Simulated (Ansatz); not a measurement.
Predict the output of the script below (Ansatz's Python interface).

`polymorphs.py`:
```python
import csv
import warnings

import ansatz as az
import numpy as np
import spglib

XC = "r2scan"
ECUT = 620
KSPACING = 0.27
SMEARING = "gaussian"
WIDTH_EV = 0.1

PHASES = {
    "Im-3m": (
        [[-1.56904, 1.56904, 1.56904], [1.56904, -1.56904, 1.56904], [1.56904, 1.56904, -1.56904]],
        [
            ("Zn", [0.0, 0.0, 0.0]),
        ],
    ),
    "Fm-3m": (
        [[0.0, 1.96478, 1.96478], [1.96478, 0.0, 1.96478], [1.96478, 1.96478, 0.0]],
        [
            ("Zn", [0.0, 0.0, 0.0]),
        ],
    ),
    "P6_3/mmc": (
        [[2.67, 0.0, 0.0], [-1.335, 2.31229, 0.0], [0.0, 0.0, 4.966]],
        [
            ("Zn", [1 / 3, 2 / 3, 0.25]),
            ("Zn", [2 / 3, 1 / 3, 0.75]),
        ],
    ),
}


def build(vectors, sites):
    crystal = az.Crystal(lattice=az.Lattice.of(vectors))
    for symbol, position in sites:
        crystal = crystal.atom(symbol, position)
    return crystal


def compute(name, crystal):
    calc = (
        crystal.calculation()
        .functional(XC)
        .basis(ECUT)
        .kpoints(spacing=KSPACING)
        .occupations(SMEARING, width=WIDTH_EV)
        .stress()
        .band_table()
    )
    calc = calc.relax(force_tolerance=0.01, cell=True)
    return calc.run(threads=1)


def pressure_gpa(outcome):
    return float(np.trace(outcome.report["stress_gpa"]) / 3)


def volume_per_atom(outcome):
    return abs(np.linalg.det(outcome.lattice.cell_ang)) / len(outcome.lattice.sites)


def space_group(outcome):
    sites = outcome.report["lattice"]["sites"]
    kinds = sorted({site["symbol"] for site in sites})
    cell = (outcome.lattice.cell_ang, [site["position_frac"] for site in sites], [kinds.index(site["symbol"]) for site in sites])
    return spglib.get_spacegroup(cell, symprec=0.01)

warnings.simplefilter("ignore")

phases = {name: build(*cell) for name, cell in PHASES.items()}

done = {}
for name, crystal in phases.items():
    try:
        done[name] = compute(name, crystal)
    except az.NonConvergedError as error:
        print(name, "did not converge:", str(error)[:120])

energy = {name: o.report["energy_sigma0_ev"] / len(o.lattice.sites) for name, o in done.items()}
lowest = min(energy.values())
rows = [(name, len(o.lattice.sites), 1000 * (energy[name] - lowest), pressure_gpa(o), volume_per_atom(o), space_group(o)) for name, o in done.items()]
rows.sort(key=lambda row: row[2])
with open("polymorphs.csv", "w", newline="") as handle:
    writer = csv.writer(handle)
    writer.writerow(["phase", "atoms", "dE (meV/atom)", "P (GPa)", "V (A^3/atom)", "space group"])
    writer.writerows([round(v, 4) if isinstance(v, float) else v for v in row] for row in rows)
print(open("polymorphs.csv").read())
```

Output of `python polymorphs.py`:
```text
phase,atoms,dE (meV/atom),P (GPa),V (A^3/atom),space group
P6_3/mmc,2,0.0,0.0019,14.129,P6_3/mmc (194)
Fm-3m,1,47.6509,-0.0057,14.3356,Fm-3m (225)
Im-3m,1,97.968,0.0015,14.3694,Im-3m (229)
```

By space group at the end of each run: P6_3/mmc (+0 meV an atom, 14.1 Å³), Fm-3m (+48 meV an atom, 14.3 Å³) and Im-3m (+98 meV an atom, 14.4 Å³).

Caveats:
- Pressure is positive in compression.
- The cells come from databases of deposited and of computed structures, and not all need be stable phases.
- The ranking holds among these structures alone, at zero temperature; the ground state may be another structure. Differences under about 40 meV an atom lie within the error of mesh and functional.
- It ran for 50 s on 1 thread of Arm Neoverse V2 (shared host), peak memory 0.55 GiB.
